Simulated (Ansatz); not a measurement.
# BBrClH3Si: the cost of one run

All numbers are computed with Ansatz 0.2.0, driven from Python. Level of theory: r2SCAN/def2-SVP.

## (1) The system

Bond lengths: B1–Si2 1.890 Å, Si2–Cl3 2.079 Å, Si2–Br4 2.190 Å, B1–H5 1.166 Å, B1–H6 1.243 Å, Si2–H7 1.480 Å. Angles: B1–Si2–Cl3 108.8°, B1–Si2–Br4 111.6°, B1–Si2–H7 108.5°, Cl3–Si2–Br4 107.8°, Cl3–Si2–H7 109.3°, Br4–Si2–H7 110.9°, Si2–B1–H5 123.6°, Si2–B1–H6 121.0°, H5–B1–H6 115.3°.

No structure file is read: the coordinates are typed or built in the script.

## (2) The code

bbrclh3si_scan.py reads:

```python
"""Stretching a bond of BBrClH3Si, the rest held rigid."""

import ansatz as az
import matplotlib.pyplot as plt
import numpy as np

BASIS_SET = "def2-SVP"
FUNCTIONAL = "r2scan"

geometry_ang = [
    ("B", (-0.2272, 1.0865, 0.3578)),
    ("Si", (0.2029, -0.7037, -0.0684)),
    ("Cl", (1.8063, -0.7099, -1.3922)),
    ("Br", (-1.4716, -1.7244, -1.0431)),
    ("H", (-0.2445, 1.5043, 1.446)),
    ("H", (-0.5987, 1.8815, -0.5221)),
    ("H", (0.5939, -1.4023, 1.1762)),
]
bbrclh3si = az.Crystal.molecule()
for symbol, xyz in geometry_ang:
    bbrclh3si = bbrclh3si.atom(symbol, xyz)

symbols = [site.symbol for site in bbrclh3si.cartesian_sites]
start = np.array([site.position_ang for site in bbrclh3si.cartesian_sites])
axis = (start[4] - start[0]) / np.linalg.norm(start[4] - start[0])
moving = [4]
lengths, energies = [1.026, 1.073, 1.119, 1.166, 1.212, 1.259, 1.306, 1.376], []
for length in lengths:
    xyz = start.copy()
    xyz[moving] += (length - np.linalg.norm(start[4] - start[0])) * axis
    point = az.Crystal.molecule()
    for symbol, place in zip(symbols, xyz):
        point = point.atom(symbol, place.tolist())
    model = point.calculation()
    model = model.basis(gaussian=BASIS_SET)
    model = model.functional(FUNCTIONAL)
    data = model.run(threads=1).report
    energies.append(data["free_energy_ev"])
    print(f"r = {length:6.3f} A  E = {energies[-1]:.5f} eV  <S^2> = {abs(data['mean_field']['state']['spin_squared']):.3f}")

# quartic fit about the minimum
fit = np.polynomial.Polynomial.fit(lengths, np.array(energies) - min(energies), 4).convert()
roots = [r.real for r in fit.deriv().roots() if abs(r.imag) < 1e-9 and fit.deriv(2)(r.real) > 0]
r_e = min(roots, key=lambda r: abs(r - lengths[int(np.argmin(energies))]))
print(f"minimum of the fit at {r_e:.4f} A, force constant {fit.deriv(2)(r_e):.2f} eV/A^2")
plt.figure(figsize=(4.5, 3))
plt.plot(lengths, np.array(energies) - min(energies), "o-")
plt.xlabel("bond length (A)")
plt.ylabel("E - E(min) (eV)")
plt.tight_layout()
plt.savefig("scan.png", dpi=100)
```

## (3) The input behind the calls

The engine receives this input (first run):

```yaml
crystal:
  periodic: [false, false, false]
  atoms:
    - { symbol: B, position_ang: [-0.2272, 1.0865, 0.3578] }
    - { symbol: Si, position_ang: [0.2029, -0.7037, -0.0684] }
    - { symbol: Cl, position_ang: [1.8063, -0.7099, -1.3922] }
    - { symbol: Br, position_ang: [-1.4716, -1.7244, -1.0431] }
    - { symbol: H, position_ang: [-0.2424257285945244, 1.4542057460573583, 1.315524731593148] }
    - { symbol: H, position_ang: [-0.5987, 1.8815, -0.5221] }
    - { symbol: H, position_ang: [0.5939, -1.4023, 1.1762] }
basis:
  gaussian:
    orbitals: def2-SVP
hamiltonian:
  xc: r2scan
```

## (4) The run

Run with:

```
python bbrclh3si_scan.py
```

Q: Estimate wall time and peak memory on 1 thread of Arm Neoverse V1, shared host.

About 44 s, with a peak of 0.26 GiB.
